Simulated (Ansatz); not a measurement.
# Si16N: the cost of one run

Program: Ansatz 0.2.0. Level of theory: DFT LDA, plane waves, PAW, scalar-relativistic, collinear spin. These are calculated values, not measurements.

## Step 1: Starting point

The cell holds 17 atoms (NSi16): a = 7.679 Å, b = 7.679 Å, c = 7.679 Å, α = 60.00°, β = 60.00°, γ = 60.00°.

Coordinates:

```
Si N
1.0
     0.00000    5.43000    5.43000
     5.43000    0.00000    5.43000
     5.43000    5.43000    0.00000
Si N
16 1
Direct
  0.00000 0.00000 0.00000
  0.12500 0.12500 0.12500
  0.00000 0.00000 0.50000
  0.12500 0.12500 0.62500
  0.00000 0.50000 0.00000
  0.12500 0.62500 0.12500
  0.00000 0.50000 0.50000
  0.12500 0.62500 0.62500
  0.50000 0.00000 0.00000
  0.62500 0.12500 0.12500
  0.50000 0.00000 0.50000
  0.62500 0.12500 0.62500
  0.50000 0.50000 0.00000
  0.62500 0.62500 0.12500
  0.50000 0.50000 0.50000
  0.62500 0.62500 0.62500
  0.06919 0.31135 0.80453
```

## Step 2: Preparing the start

File input.yaml:

```yaml
accuracy: low
crystal:
  lattice:
    - [0.0, 5.43, 5.43]
    - [5.43, 0.0, 5.43]
    - [5.43, 5.43, 0.0]
  atoms:
    - { symbol: Si, position: [0.0, 0.0, 0.0] }
    - { symbol: Si, position: [0.125, 0.125, 0.125] }
    - { symbol: Si, position: [0.0, 0.0, 0.5] }
    - { symbol: Si, position: [0.125, 0.125, 0.625] }
    - { symbol: Si, position: [0.0, 0.5, 0.0] }
    - { symbol: Si, position: [0.125, 0.625, 0.125] }
    - { symbol: Si, position: [0.0, 0.5, 0.5] }
    - { symbol: Si, position: [0.125, 0.625, 0.625] }
    - { symbol: Si, position: [0.5, 0.0, 0.0] }
    - { symbol: Si, position: [0.625, 0.125, 0.125] }
    - { symbol: Si, position: [0.5, 0.0, 0.5] }
    - { symbol: Si, position: [0.625, 0.125, 0.625] }
    - { symbol: Si, position: [0.5, 0.5, 0.0] }
    - { symbol: Si, position: [0.625, 0.625, 0.125] }
    - { symbol: Si, position: [0.5, 0.5, 0.5] }
    - { symbol: Si, position: [0.625, 0.625, 0.625] }
    - { symbol: "N", position: [0.0691876, 0.3113504, 0.8045322], spin: 1.0 }
magnetization:
  spin_polarized: true
basis:
  ecutwfc: 420.0
kpoints:
  mp_grid: { grid: [2, 2, 2] }
hamiltonian:
  xc: lda
  pseudopotentials: { kind: paw, azcp: { folder: soft_1 } }
scf:
  occupations: { method: fermi_dirac, width: 0.05 }
  lower_state_search: "off"
relax:
  f_tol: 0.08
  max_steps: 25
  adjacent_minimum: "off"
```

Launch:

```console
$ ansatz run input.yaml --threads 1 --pin off --max-ram 3072MiB --backend cpu --events-out ev --progress --plain --runs-dir out
```

**Question.** How long does this run take on 1 thread of Arm Neoverse V1, shared host, and how much memory does it need?

About 3.9 min, with a peak of 0.61 GiB.
